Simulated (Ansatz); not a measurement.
**GeH₃S radical: basis-set convergence**

One table from this session's results is given with a row withheld; the runs are named, their logs left out.

Program: Ansatz 0.2.0, Gaussian basis. Level of theory: one geometry, several basis sets. These are calculated values, not measurements.

The runs, in order: PBE0-D4/def2-SVP; ωB97M-V/def2-SVP; PBE0-D4/def2-QZVPP; ωB97M-V/def2-QZVPP; the functionals' def2-TZVPP values are taken from earlier runs.

## The geometry

All runs share one geometry, relaxed beforehand with PBE0-D4 in a triple-zeta def2 set.

SMILES `[S][GeH3]`, 5 atoms, charge 0, spin multiplicity 2.

Atoms are counted from 1 here; the program's logs count them from 0.

Bond lengths: S1–Ge2 2.210 Å, Ge2–H3 1.536 Å, Ge2–H4 1.538 Å, Ge2–H5 1.536 Å. Angles: S1–Ge2–H3 110.7°, S1–Ge2–H4 104.4°, S1–Ge2–H5 110.7°, H3–Ge2–H4 110.3°, H3–Ge2–H5 110.4°, H4–Ge2–H5 110.3°.

Set-up of the first run:

in.yaml reads:

```yaml
crystal:
  periodic: [false, false, false]
  atoms:
    - {symbol: S, position_ang: [1.402005, -0.324443, 1.480529]}
    - {symbol: Ge, position_ang: [-0.107814, 0.003266, -0.099657]}
    - {symbol: H, position_ang: [-1.018532, 1.187498, 0.257322]}
    - {symbol: H, position_ang: [0.717750, 0.325854, -1.356389]}
    - {symbol: H, position_ang: [-0.943609, -1.265875, -0.323206]}
basis:
  gaussian: {orbitals: def2-SVP}
magnetization: {spin_polarized: true, initial_magnetization: 1}
hamiltonian: {xc: pbe0, dispersion: d4}
output: {orbitals: {seedname: orbitals}}
```

Among the steps run: PBE0-D4 in def2-SVP; ωB97M-V in def2-SVP; PBE0-D4 in def2-QZVPP; ωB97M-V in def2-QZVPP.

One of the session's tables, all rows but one given; the rest of the session is left out.

It belongs to the step «Density functionals: the series». 

| functional | basis | HOMO (eV) | LUMO (eV) |
| --- | --- | --- | --- |
| PBE0-D4 | def2-SVP | -7.03 | -4.32 |
| PBE0-D4 | def2-TZVPP | -7.19 | -4.40 |
| PBE0-D4 | def2-QZVPP | -7.22 | -4.42 |
| ωB97M-V | def2-SVP | -9.19 | -2.20 |
| ωB97M-V | def2-TZVPP | -9.38 | -2.40 |
| ωB97M-V | def2-QZVPP | ? | ? |

Estimate the missing values for ωB97M-V, def2-QZVPP.

As computed: HOMO (eV): -9.41; LUMO (eV): -2.45. In the column «HOMO (eV)» it is the lowest.
